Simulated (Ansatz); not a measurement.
What does this script print? It uses the Python package of Ansatz (0.2.0).

`run_field.py`
```python
"""Response of AlBBrH5Si to a pair of distant point charges."""

import ansatz
import numpy as np

BASIS = "def2-SVP"
FUNCTIONAL = "pbe0"
VDW = "d3bj"

GEOMETRY = """
Si   -0.45390    0.59710   -1.50560
Al   -0.11840   -0.98490    0.14890
B     0.67420   -0.41560    1.94310
Br    1.24330    1.51090    2.28100
H    -1.08640   -0.00800   -2.72060
H    -1.42880    1.67520   -0.99980
H     0.79880    1.28170   -1.87630
H    -0.44780   -2.49450   -0.12550
H     0.90750   -1.20810    2.83770
"""

mol = ansatz.Crystal.molecule()
for line in GEOMETRY.strip().splitlines():
    symbol, *xyz = line.split()
    mol = mol.atom(symbol, [float(v) for v in xyz])

calculation = mol.calculation()
calculation = calculation.basis(gaussian=BASIS)
calculation = calculation.functional(FUNCTIONAL, dispersion=VDW)
calculation = calculation.forces()
# charges +q and -q at -R and +R make a nearly even field 2 k q / R^2 at the centre
centre = np.mean([site.position_ang for site in mol.cartesian_sites], axis=0)
field = 2 * 14.399645 * 4.0 / 40.0 ** 2


def dipole(axis, sign):
    arm = 40.0 * np.eye(3)[axis]
    pair = [{"charge": sign * 4.0, "position_ang": (centre - arm).tolist()}, {"charge": -sign * 4.0, "position_ang": (centre + arm).tolist()}]
    deck = calculation.input().set(ansatz.key.basis.gaussian.point_charges, pair)
    return np.array(ansatz.Session.from_dict(deck).plan().execute().report["charge_distribution"]["dipole_moment_e_ang"])


print(f"field {field:.4f} V/A")
alpha = np.array([(dipole(axis, 1) - dipole(axis, -1)) / (2 * field) * 14.399645 for axis in range(3)])
print("polarisability tensor (A^3)")
print(np.array2string(alpha, precision=3, suppress_small=True))
print(f"mean {np.trace(alpha) / 3:.3f} A^3 = {np.trace(alpha) / 3 / 0.14818471:.2f} bohr^3")
```

```console
$ python run_field.py
field 0.0720 V/A
polarisability tensor (A^3)
[[ 9.531  1.183  1.786]
 [ 1.19  14.323  0.321]
 [ 1.807  0.316 12.913]]
mean 12.255 A^3 = 82.70 bohr^3
```

Reading the output:
- The settings weren't tested for convergence.
- The geometry is a force-field or estimated start, not a minimum of this method, and the basis set is short of its limit. The field of two point charges is only nearly even.
- Without diffuse functions polarisabilities are unreliable, as a rule too low, and they change with the bond lengths of this unrelaxed start.
- Hardware and time: 32 s on 1 thread of Arm Neoverse V1, with other jobs on the host, peak memory 0.3 GiB.
